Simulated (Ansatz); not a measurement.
I need a ladder of methods at one geometry of ClHIIn, SMILES [Cl][InH][I]. Use Ansatz 0.2.0 through its Python package. Settings (for the species named): MP2, def2-SVP basis, multiplicity 1. The script varies method: mp2, ccsd, ccsd_t.

```xyz
4

Cl   -2.0501    0.5096   -0.9347
In    0.2017    0.0966   -0.1587
I     1.0464   -2.1479    0.5648
H     0.8575    1.4815    0.5082
```

The script, `clhiin.py`:
```python
import ansatz as az

mol = (
    az.Crystal.molecule()
    .atom("Cl", (-2.0501, 0.5096, -0.9347))
    .atom("In", (0.2017, 0.0966, -0.1587))
    .atom("I", (1.0464, -2.1479, 0.5648))
    .atom("H", (0.8575, 1.4815, 0.5082))
)

model = mol.calculation().basis(gaussian="def2-SVP")

methods = ["mp2", "ccsd", "ccsd_t"]
reports = [model.correlation(m).run(threads=1, pin="off").report for m in methods]
print(f"Hartree-Fock reference {reports[0]['reference_energy_ev'] / 27.211386246:.6f} Ha")
best = reports[-1]["free_energy_ev"] - reports[-1]["reference_energy_ev"]
for method, each in zip(methods, reports):
    gained = each["free_energy_ev"] - each["reference_energy_ev"]
    print(f"{method:8s} total {each['free_energy_ev'] / 27.211386246:.6f} Ha  correlation {gained:9.4f} eV  ({100 * gained / best:.1f} % of the last)")
```

Output of `python clhiin.py`:
```text
Hartree-Fock reference -945.888217 Ha
mp2      total -946.218741 Ha  correlation   -8.9940 eV  (89.9 % of the last)
ccsd     total -946.247024 Ha  correlation   -9.7636 eV  (97.6 % of the last)
ccsd_t   total -946.255884 Ha  correlation  -10.0047 eV  (100.0 % of the last)
```

Caveats:
- Total energies depend on the basis set; only differences at equal settings carry meaning.
- The geometry is a force-field or estimated start, not a minimum of this method, and the basis set is short of its limit. A lower total doesn't mark the better method: functionals have no common bound, and MP2 and coupled cluster aren't variational.
- def2 sets replace the cores of elements past krypton by effective core potentials.
- Inner cores stay frozen; a filled d shell under the valence of the heavier atoms is correlated with it.
- It ran for 9.5 s on 1 thread of Arm Neoverse V2, on a shared host, peak memory 0.29 GiB.

(Lines on the test bed's own set-up are left out of the output.)
